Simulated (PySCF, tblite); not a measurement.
# C₃H₆O₃S+ (doublet): geometry, infrared bands and EPR parameters

Wanted: the infrared bands and EPR parameters of C₃H₆O₃S+ (doublet) (`C[S@](=O)CC(=[O+])O`), by calculation.

The runs use tblite 0.8.0 and PySCF 2.14.0, with density-fitted response routines of our own; the level of theory stands in each step. All values are computed, except where a source is named. Atoms count from 0, in the outputs and in this text.

### 1 The starting structure

13 atoms, charge 1, multiplicity 2; geometry from: force field or distance geometry start.

Bonds of the start (Å): C0–S1 1.79, S1–O2 1.53, S1–C3 1.78, C3–C4 1.48, C4–O5 1.28, C4–O6 1.38, C0–H7 1.13, C0–H8 1.10, C0–H9 1.09, C3–H10 1.10, C3–H11 1.13, O6–H12 1.01.

### 2 Optimising the geometry with GFN2-xTB

Job settings and geometry (Å):

```
{"job": {"kind": "relax", "xc": "GFN2-xTB", "basis": "xTB"}, "charge": 1, "multiplicity": 2}
C      1.846200     0.211600    -0.578700
S      0.843200     0.239600     0.908200
O      1.640400    -0.182900     2.149900
C     -0.697900    -0.634600     0.734300
C     -1.500100    -0.011600    -0.339500
O     -1.317800    -0.487400    -1.509400
O     -2.382700     1.028800    -0.106800
H      1.886500     1.242700    -1.044700
H      1.501800    -0.554900    -1.292700
H      2.868900    -0.020300    -0.286200
H     -0.535100    -1.700500     0.542700
H     -1.269400    -0.521900     1.706100
H     -2.888400     1.391700    -0.900900
```

On the command line:

```sh
> OMP_NUM_THREADS=1 python probes_run.py task.json out
```

One launch serves the whole session: the jobs run in the order shown.

What it wrote:

```text
step      E/eV     max force
  0    -662.93853    5.751
  1    -663.54107    5.252
  2    -663.70701    2.343
  3    -663.78374    1.087
  4    -663.85591    0.819
  5    -663.89925    0.658
  6    -663.91364    0.287
  7    -663.92268    0.253
  8    -663.93569    0.457
  9    -663.94759    0.420
 10    -663.95814    0.360
 11    -663.96627    0.387
 12    -663.97182    0.316
 13    -663.97551    0.243
 14    -663.97803    0.139
 15    -663.98000    0.119
 16    -663.98191    0.149
 17    -663.98352    0.147
 18    -663.98468    0.092
 19    -663.98567    0.093
 20    -663.98681    0.119
 21    -663.98826    0.129
 22    -663.98991    0.149
 23    -663.99149    0.115
 24    -663.99285    0.119
 25    -663.99398    0.105
 26    -663.99504    0.099
 27    -663.99619    0.108
 28    -663.99742    0.115
 29    -663.99862    0.121
 30    -663.99979    0.090
 31    -664.00121    0.111
 32    -664.00322    0.158
 33    -664.00583    0.226
 34    -664.00868    0.216
 35    -664.01126    0.120
 36    -664.01349    0.132
 37    -664.01597    0.154
 38    -664.01863    0.178
 39    -664.02088    0.235
 40    -664.02205    0.126
 41    -664.02345    0.111
 42    -664.02422    0.093
 43    -664.02530    0.097
 44    -664.02611    0.125
 45    -664.02719    0.094
 46    -664.02806    0.067
 47    -664.02894    0.076
 48    -664.02983    0.086
 49    -664.03085    0.083
 50    -664.03178    0.079
 51    -664.03265    0.097
 52    -664.03376    0.102
 53    -664.03548    0.127
 54    -664.03799    0.186
 55    -664.04085    0.200
 56    -664.04356    0.147
 57    -664.04600    0.118
 58    -664.04839    0.149
 59    -664.04904    0.267
 60    -664.05324    0.155
 61    -664.05547    0.122
 62    -664.05499    0.395
 63    -664.05856    0.147
 64    -664.05956    0.114
 65    -664.06073    0.132
 66    -664.06175    0.180
 67    -664.06354    0.132
 68    -664.06468    0.192
 69    -664.06563    0.133
 70    -664.06659    0.151
 71    -664.06748    0.075
 72    -664.06834    0.127
 73    -664.07005    0.191
 74    -664.07201    0.271
 75    -664.07112    0.264
 76    -664.07572    0.307
 77    -664.07722    0.113
 78    -664.07980    0.138
 79    -664.07662    0.761
 80    -664.08532    0.139
 81    -664.08878    0.148
 82    -664.09383    0.754
 83    -664.10149    0.245
 84    -664.11024    0.190
 85    -664.12149    0.845
 86    -664.13432    0.254
 87    -664.15046    0.289
 88    -664.16090    0.657
 89    -664.17283    0.367
 90    -664.18248    0.194
 91    -664.19019    0.320
 92    -664.14302    0.994
 93    -664.19797    0.335
 94    -664.19853    0.498
 95    -664.20467    0.157
 96    -664.20689    0.180
 97    -664.21032    0.254
 98    -664.21287    0.191
 99    -664.21492    0.107
100    -664.21608    0.115
101    -664.21779    0.098
102    -664.21908    0.093
103    -664.21983    0.113
104    -664.22054    0.093
105    -664.22125    0.060
106    -664.22187    0.093
107    -664.22244    0.088
108    -664.22309    0.096
109    -664.22385    0.083
110    -664.22439    0.052
111    -664.22487    0.056
112    -664.22536    0.074
113    -664.22602    0.075
114    -664.22706    0.074
115    -664.22798    0.066
116    -664.22869    0.088
117    -664.22919    0.065
118    -664.22966    0.070
119    -664.23008    0.061
120    -664.23056    0.060
121    -664.23100    0.084
122    -664.23160    0.095
123    -664.23219    0.094
124    -664.23286    0.069
125    -664.23359    0.086
126    -664.23438    0.073
127    -664.23484    0.100
128    -664.23528    0.038
129    -664.23547    0.034
130    -664.23566    0.037
131    -664.23594    0.039
132    -664.23618    0.031
133    -664.23634    0.020
134    -664.23642    0.017
135    -664.23647    0.023
136    -664.23652    0.020
137    -664.23660    0.025
138    -664.23672    0.037
139    -664.23692    0.042
140    -664.23719    0.058
141    -664.23745    0.065
142    -664.23768    0.065
143    -664.23788    0.053
144    -664.23810    0.044
145    -664.23831    0.037
146    -664.23846    0.042
147    -664.23855    0.033
148    -664.23860    0.016
149    -664.23863    0.014
150    -664.23865    0.009
```

Run time: 0.83 s. Hardware: 1 thread of Arm Neoverse V1, shared host.

Relaxation path: (not every step is listed)

```tsv
step	energy from step 0 (eV)	largest force (eV/Å)
0	0.0000	5.7508
1	-0.6025	5.2525
2	-0.7685	2.3427
3	-0.8452	1.0875
4	-0.9174	0.8187
5	-0.9607	0.6582
6	-0.9751	0.2869
7	-0.9841	0.2533
8	-0.9972	0.4569
21	-1.0497	0.1294
34	-1.0702	0.2164
47	-1.0904	0.0760
60	-1.1147	0.1546
73	-1.1315	0.1912
86	-1.1958	0.2539
99	-1.2764	0.1069
112	-1.2868	0.0744
125	-1.2951	0.0861
138	-1.2982	0.0369
145	-1.2998	0.0372
146	-1.2999	0.0422
147	-1.3000	0.0326
148	-1.3001	0.0163
149	-1.3001	0.0139
150	-1.3001	0.0086
```

Close pairs (by a distance rule), those that changed most:

```tsv
bond	before (Å)	after (Å)	change (Å)
S1–O2	1.535	1.435	-0.100
C4–O6	1.384	1.300	-0.084
C4–O5	1.276	1.199	-0.077
S1–C3	1.780	1.845	+0.065
C3–C4	1.478	1.542	+0.064
C0–H7	1.132	1.085	-0.047
C3–H11	1.133	1.090	-0.043
O6–H12	1.009	0.976	-0.033
```

The next job starts from the end point, and lists it.

### 3 Vibrational analysis with GFN2-xTB

Job settings and geometry (Å):

```
{"job": {"kind": "ir", "xc": "GFN2-xTB", "basis": "xTB"}, "charge": 1, "multiplicity": 2}
C      1.907222     0.393549    -0.374240
S      1.049244    -0.508057     0.952208
O      0.923688    -1.887491     0.577691
C     -0.636062     0.243330     0.949826
C     -1.331905    -0.022046    -0.400020
O     -0.817711     0.244381    -1.449666
O     -2.505313    -0.545855    -0.206115
H      2.218043     1.365995    -0.005903
H      1.181652     0.493135    -1.192867
H      2.770609    -0.180214    -0.702719
H     -1.239811    -0.192976     1.746999
H     -0.516948     1.314922     1.111906
H     -3.007097    -0.718187    -1.024829
```

What it wrote:

```text
mode    cm-1     km/mol
  1      51.3      5.55
  2      82.7      7.56
  3     185.7      3.61
  4     203.7      2.21
  5     227.7      4.97
  6     317.9     11.39
  7     332.5      9.41
  8     387.3     29.18
  9     523.8     56.29
 10     605.1     38.82
 11     647.5     20.04
 12     670.3     94.72
 13     708.3    120.64
 14     808.9      0.79
 15     843.7     89.68
 16     877.8     16.75
 17     887.1      9.93
 18    1013.0     13.36
 19    1141.2    225.52
 20    1144.0     33.76
 21    1171.0    210.69
 22    1246.6    248.39
 23    1257.1     29.98
 24    1334.3     53.26
 25    1356.7     21.29
 26    1379.9     24.26
 27    1773.8    355.98
 28    2887.6    104.08
 29    3003.5     26.20
 30    3010.4     16.92
 31    3051.0     38.20
 32    3071.9      8.54
 33    3361.2    206.10
```

It took 0.34 s on 1 thread of Arm Neoverse V1, shared host.

The strongest bands and the atoms that carry them (share of the mass-weighted mode):

```tsv
cm⁻¹	km/mol	atoms
670	94.7	H12 47 %, C3 21 %, S1 12 %
708	120.6	C4 30 %, C3 20 %, H12 18 %
1141	225.5	H12 50 %, O6 24 %, H10 10 %, O5 10 %
1171	210.7	O2 63 %, S1 33 %
1247	248.4	C4 51 %, O6 20 %, H12 14 %
1774	356.0	C4 63 %, O5 34 %
2888	104.1	H8 93 %
3361	206.1	H12 94 %
```

### 4 g tensor and hyperfine couplings: B3LYP/pcH-1

The job, as its differences from that of step 3:

```diff
@@ -1,2 +1,2 @@
-{"job": {"kind": "ir", "xc": "GFN2-xTB", "basis": "xTB"}, "charge": 1, "multiplicity": 2}
+{"job": {"kind": "epr", "basis": "pcH-1"}, "charge": 1, "multiplicity": 2}
 C      1.907222     0.393549    -0.374240
```

Method: UKS B3LYP, pcH-1 on C H O S, non-relativistic, mean-field spin-orbit, GIAO.

What it wrote:

```text
UKS, coarse grid
  cycle   1  E = -741.10509732  |g| = 9.63e-01
  cycle   2  E = -739.23352924  |g| = 2.32e+00
  cycle   3  E = -741.39282588  |g| = 3.96e-01
  cycle   4  E = -741.43555260  |g| = 2.36e-01
  cycle   5  E = -741.45036459  |g| = 1.31e-01
  cycle   6  E = -741.45694253  |g| = 2.50e-02
  cycle   7  E = -741.45728076  |g| = 1.91e-02
  cycle   8  E = -741.45747742  |g| = 6.60e-03
  cycle   9  E = -741.45751777  |g| = 2.63e-03
  cycle  10  E = -741.45752280  |g| = 9.60e-04
UKS, final grid
  cycle   1  E = -741.45752305  |g| = 1.66e-03
  cycle   2  E = -741.45751768  |g| = 4.11e-03
  cycle   3  E = -741.45752432  |g| = 3.71e-04
  cycle   4  E = -741.45752438  |g| = 1.16e-04
  cycle   5  E = -741.45752440  |g| = 6.09e-05
  cycle   6  E = -741.45752440  |g| = 1.70e-05
E = -741.45752440 Eh   <S^2> = 0.7552 (exact 0.7500)
g shifts (ppm)      1          2          3
  rmc          -286       -286       -286
  gc             -8         79        119
  oz_so        -278       8586      13099
  total        -573       8379      12932
hyperfine (MHz)  atom isotope    a_iso     a_fc   dipolar eigenvalues
    0   13C      11.51      11.39    -10.99     -9.98     20.98
    1   33S     116.20     116.45    -31.42    -30.71     62.13
    2   17O     -28.34     -26.89   -165.42     81.65     83.77
    3   13C      10.58      10.48     -8.88     -8.12     16.99
    4   13C      15.96      15.98     -2.08     -1.27      3.36
    5   17O      -3.74      -3.77    -12.15      5.88      6.27
    6   17O     -11.63     -11.64     -3.68      1.51      2.17
    7    1H      -8.11      -8.12     -6.04     -1.57      7.61
    8    1H      59.75      59.77     -6.47     -0.40      6.87
    9    1H      -6.71      -6.74     -5.40     -2.04      7.44
   10    1H      -0.21      -0.23     -4.74     -2.93      7.67
   11    1H      -4.34      -4.37     -5.09     -0.86      5.96
   12    1H       4.30       4.30     -1.33     -0.71      2.04
```

Wall time 61 s (1 thread of Arm Neoverse V1, shared host); peak memory 0.89 GiB.

Principal g values 2.00175, 2.01070, 2.01525; g(iso) = 2.00923, against 2.00232 for a free electron.

Mean a(iso) over the nuclei that a row names, and the largest dipolar term of the row (other rows stand at the frozen geometry):

```tsv
nuclei	isotope	a(iso) (MHz)	a(iso) (G, at g = 2.0023)	largest dipolar term (MHz)
S1	33S	116.2	41.5	62.1
O2	17O	-28.3	-10.1	-165.4
C4	13C	16.0	5.7	3.4
H7, H8, H9	1H	15.0	5.3	7.6
O6	17O	-11.6	-4.1	-3.7
C0	13C	11.5	4.1	21.0
C3	13C	10.6	3.8	17.0
H11	1H	-4.3	-1.5	6.0
H12	1H	4.3	1.5	2.0
O5	17O	-3.7	-1.3	-12.2
H10	1H	-0.2	-0.1	7.7
```

Mulliken spin populations:

C0 0.08; S1 0.28; O2 0.51; C3 0.06; C4 0.01; O5 0.04; O6 0.01; H7 0.00; H8 0.02; H9 0.00; H10 0.00; H11 0.00; H12 0.00

In first order the couplings over 0.8 MHz of 1H give 12 distinct lines over 19.1 G, if the averaged nuclei exchange fast.

The fields below are evaluated on a grid from the run's orbitals.

ELF in a plane through or near 6 of the atoms.

Ten even steps from ' ' (0.00) to '@' (1.00):
```
                                                        
                                                        
                                                        
                  ..::..        ::--..                  
                ..++##**::    --%%@@%%::                
                --##@@%%**..::##@@@@@@++                
                ::##%%####**++%%@@@@@@                  
                ..++**--##%%**::##%%::  ::--..          
            ..::--++##++**%%**--**==  ==%%##--..        
          ..::++++++##**----==%%@@**--##@@%%==..        
          ::++##--##++==    ..++--==##**####--..        
        ..--**##==::@@%%..  ::**--..**######==..        
          ::++++++%%@@@@..==%%####**::--##%%**--        
            ..::::%%@@%%..**%%--++##..  ++%%##--        
                ..++%%--  **%%%%@@%%--    ==::          
                          ::--++****--                  
                              ..::::                    
                                                        
                                                        
                                                        
```
The map spans 11.3 Å across and 8.6 Å up, centred on the molecule. Atoms in the plane (x, y in Å): C0 (-2.0, -0.3), C3 (0.6, 0.9), C4 (1.3, -0.4), O5 (0.7, -1.5), H8 (-1.3, -1.2), H10 (1.3, 1.7).

log10 of the density (e/Å³) in the same plane.

Ten even steps from ' ' (-4.0) to '@' (1.2):
```
                                                        
                                                        
                  ..::::::....::::....                  
              ..::::------------------::                
            ..::--==============++++==--..              
            ::--==++************####**==::..            
        ....::--++**############%%##**==----::..        
        ::::--==++**##########%%%%##**++++==--::..      
      ..::--==++**############%%%%##********====::      
      ::--==++**########****####%%####%%%%##++==::      
      ::--==**##%%@@####**++**##%%@@%%%%@@##++==--..    
      ::--==**##%%%%%%##**++**##%%@@%%%%%%##++==--..    
      ..--==++**####%%##****##%%%%%%##**##**++==::      
      ..::--==++++**##****##%%@@@@##**++++++====::      
        ..::----==++++++++**##%%%%##++======--::..      
            ..::::--------==++****++==--::....          
                ........::----======--..                
                          ..::::::::..                  
                                                        
                                                        
```
The map spans 11.3 Å across and 8.6 Å up, centred on the molecule. Atoms in the plane (x, y in Å): C0 (-2.0, -0.3), C3 (0.6, 0.9), C4 (1.3, -0.4), O5 (0.7, -1.5), H8 (-1.3, -1.2), H10 (1.3, 1.7).

On the surface of density 0.002 e/bohr³ the electrostatic potential runs, from the 1st to the 99th percentile, from 2.45 V near O5 to 6.97 V near H11.

The spin density lies nearest to O2 45 %; S1 31 %; C0, C3 about 6 % each.

### 5 Outcome

```
                                 quantity                  value
strongest single infrared mode (GFN2-xTB)  1774 cm⁻¹, 356 km/mol
             zero-point energy (GFN2-xTB)          56.6 kcal/mol
                           g(iso) (B3LYP)                2.00923
                                     ⟨S²⟩     0.755 (exact 0.75)
       largest a(iso) (averaged by class)   33S on S1, 116.2 MHz
```

What this shows: Over 150 steps the energy fell by 1.300 eV; of the close pairs, S1–O2 changed most, 1.535 to 1.435 Å. All 33 modes are real, so the xTB geometry is a minimum. The strongest single mode, at 1774 cm⁻¹, moves mainly C4 and O5. GFN2-xTB is a fitted tight-binding method: band positions and strengths are rough. Its intensities can rank the bands wrongly. O2 carries the largest spin population, 0.51 e. The isotropic g lies 6.9 ppt above the free-electron value.
